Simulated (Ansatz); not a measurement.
**Bi2Te3 (R-3m): a single-point run**

The task is a single-point run on Bi2Te3 (R-3m). The structure is shown as the input types it.

Program: Ansatz 0.2.0. Level of theory: DFT PBE, scalar-relativistic, plane waves, PAW. These are calculated values, not measurements.

3 further runs of the same task are left out: 1 that didn't finish, 2 set aside as unsound or not needed. Runs told in other sessions of the task aren't counted.

## 1. The system as given

It takes space group R-3m (No. 166, trigonal). Conventional cell: a = 4.399 Å, b = 4.399 Å, c = 30.320 Å, α = 90.00°, β = 90.00°, γ = 120.00°. Bi (site symmetry 3m) has 6 Te at 3.07 to 3.25 Å in its first shell of neighbours. Te (site symmetry -3m) is surrounded by 6 Bi at 3.25 Å. Around Te (site symmetry 3m) lie 3 Bi at 3.07 Å.

Coordinates:

```
Bi Te
1.0
     2.19939    1.26982   10.10670
    -2.19939    1.26982   10.10670
     0.00000   -2.53964   10.10670
Bi Te
2 3
Direct
  0.40013 0.40013 0.40013
  0.59987 0.59987 0.59987
  0.00000 0.00000 0.00000
  0.20945 0.20945 0.20945
  0.79055 0.79055 0.79055
```

## 2. Input and run

Input file input.yaml:

```yaml
crystal:
  lattice:
    - [2.199389714717, 1.269818243828, 10.10670132554]
    - [-2.199389714717, 1.269818243828, 10.10670132554]
    - [2.003006402121e-33, -2.539636487706, 10.10670132553]
  atoms:
    - { symbol: Bi, position: [0.4001327939571, 0.4001327939571, 0.4001327939571] }
    - { symbol: Bi, position: [0.5998672060429, 0.5998672060429, 0.5998672060429] }
    - { symbol: Te, position: [5.682793198279e-21, 5.682793198279e-21, 5.682793198167e-21] }
    - { symbol: Te, position: [0.209449689596, 0.209449689596, 0.209449689596] }
    - { symbol: Te, position: [0.790550310404, 0.790550310404, 0.790550310404] }
basis:
  ecutwfc: "520 ev"
  ecutrho_ratio: 4
kpoints:
  mp_grid: { grid: [6, 6, 6] }
hamiltonian:
  xc: pbe
scf:
  occupations: { method: gaussian, width: 0.05 }
  max_iter: 75
output:
  forces: true
  stress: true
```

Launch:

```sh
ansatz run input.yaml --threads 4 --pin off --max-ram 8192MiB --backend cpu --events-out ev --progress --plain --runs-dir out
```

The log of the run:

```text
Error: YAML parse error: error: line 13 column 12: unknown unit factor `ev` — a unit is read by its exact case: `eV` is a unit here, `ev` is not
  --> <input>:13:12
   |
11 |     - { symbol: Te, position: [0.790550310404, 0.790550310404, 0.79055031040…
12 | basis:
13 |   ecutwfc: "520 ev"
   |            ^ unknown unit factor `ev` — a unit is read by its exact case: `eV` is a unit here, `ev` is not
14 |   ecutrho_ratio: 4
15 | kpoints:
   |
```

It took 0.02 s on 4 threads of Arm Neoverse V2, shared host; peak memory 0.02 GiB.

## 3. What went wrong

The program refused the input before any cycle. Its message: «line 13 column 12: unknown unit factor `ev` — a unit is read by its exact case: `eV` is a unit here, `ev` is not»

A slip in the unit of the value.

What to do: give the value in a unit that the key reads.

## 4. Outcome

```
quantity       value
  ending     refused
   cause  wrong unit
```

In words: The run has to be repeated with the fault mended.
